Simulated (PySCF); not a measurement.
# MP2/STO-6G run of GeS (SMILES [S+]#[Ge-])

What is the vertical ionisation energy of GeS at MP2/STO-6G? 

The results are computed with PySCF 2.14.0.

12 further runs of the same task are left out: 5 that didn't finish, 7 set aside as unsound or not needed.

### 1 The molecule

GeS has 2 atoms, charge 0, and is taken as a singlet. SMILES: `[S+]#[Ge-]`. The bond length is the measured one.

Bond lengths: S1–Ge2 2.012 Å.

### 2 A single-point energy at MP2/STO-6G

Input file calc.py:

```python
from pyscf import gto, scf, mp

mol = gto.Mole()
mol.atom = '''
S      0.000000     0.000000     0.000000
Ge     0.000000     0.000000     3.802291
'''
mol.verbose = 3
mol.basis = 'sto-6g'
mol.max_memory = 1860
mol.unit = 'bohr'
mol.build()

mf = scf.RHF(mol)
mf.conv_tol = 1e-10
mf.kernel()
if not mf.converged:
    mf = mf.newton().run(mf.mo_coeff, mf.mo_occ)

pt = mp.MP2(mf, frozen=14).run()
e_tot = pt.e_tot
print(f'total energy: {e_tot:.8f} hartree')
```

Started as:

```bash
$ OMP_NUM_THREADS=1 python calc.py
```

Log:

```text
converged SCF energy = -2460.41466276553
E(RMP2) = -2460.51297265971  E_corr = -0.0983098941870902
E(SCS-RMP2) = -2460.51060828794  E_corr = -0.0959455224113235
total energy: -2460.51297266 hartree
```

It took 1.4 s on 1 thread of Arm Neoverse V1, shared host; peak memory 0.12 GiB.

### 3 The doublet cation at the same level

Input file calc.py:

```python
from pyscf import gto, mp

mol = gto.Mole()
mol.atom = '''
S      0.000000     0.000000     0.000000
Ge     0.000000     0.000000     2.012086
'''
mol.verbose = 3
mol.spin = 1
mol.charge = 1
mol.basis = 'sto-6g'
mol.max_memory = 1860
mol.build()

mf = mol.UHF()
mf.conv_tol = 1e-10
mf.kernel()
if not mf.converged:
    mf = mf.newton().run(mf.mo_coeff, mf.mo_occ)

pt = mp.MP2(mf, frozen=14).run()
etot = pt.e_tot
print(f'total energy: {etot:.8f} hartree')
```

Started as:

```bash
$ OMP_NUM_THREADS=1 python calc.py
```

Log:

```text
converged SCF energy = -2460.1838190161  <S^2> = 0.80112901  2S+1 = 2.0504917
E(UMP2) = -2460.2769219144  E_corr = -0.0931028983008651
E(SCS-UMP2) = -2460.27442869926  E_corr = -0.0906096831586221
total energy: -2460.27692191 hartree
```

Wall time 1.4 s (1 thread of Arm Neoverse V1, shared host); peak memory 0.12 GiB.

### 4 Summary of results

Level: MP2/STO-6G, 14 core orbitals frozen.

| quantity | value |
| --- | --- |
| singlet GeS: total energy | -2460.51297 Eh |
| singlet GeS: dipole moment (Hartree–Fock density) | 1.22 D |
| singlet GeS: HOMO energy (Hartree–Fock orbitals) | -6.47 eV |
| singlet GeS: LUMO energy (Hartree–Fock orbitals) | 5.37 eV |
| singlet GeS: HOMO–LUMO gap (Hartree–Fock orbitals) | 11.84 eV |
| singlet GeS: correlation energy (14 core orbitals frozen) | -98.3 mEh |
| doublet cation: total energy | -2460.27692 Eh |
| doublet cation: HOMO energy (Hartree–Fock orbitals) (highest over α and β) | -14.47 eV |
| doublet cation: LUMO energy (Hartree–Fock orbitals) (lowest over α and β) | -5.99 eV |
| doublet cation: correlation energy (14 core orbitals frozen) | -93.1 mEh |
| doublet cation: ⟨S²⟩ of the reference determinant | 0.801 |
| vertical ionisation energy (to the doublet cation) | 6.423 eV |

Removing an electron at fixed nuclei costs 6.42 eV (620 kJ/mol). In a minimal basis such a difference can be off by several eV, whatever the method.
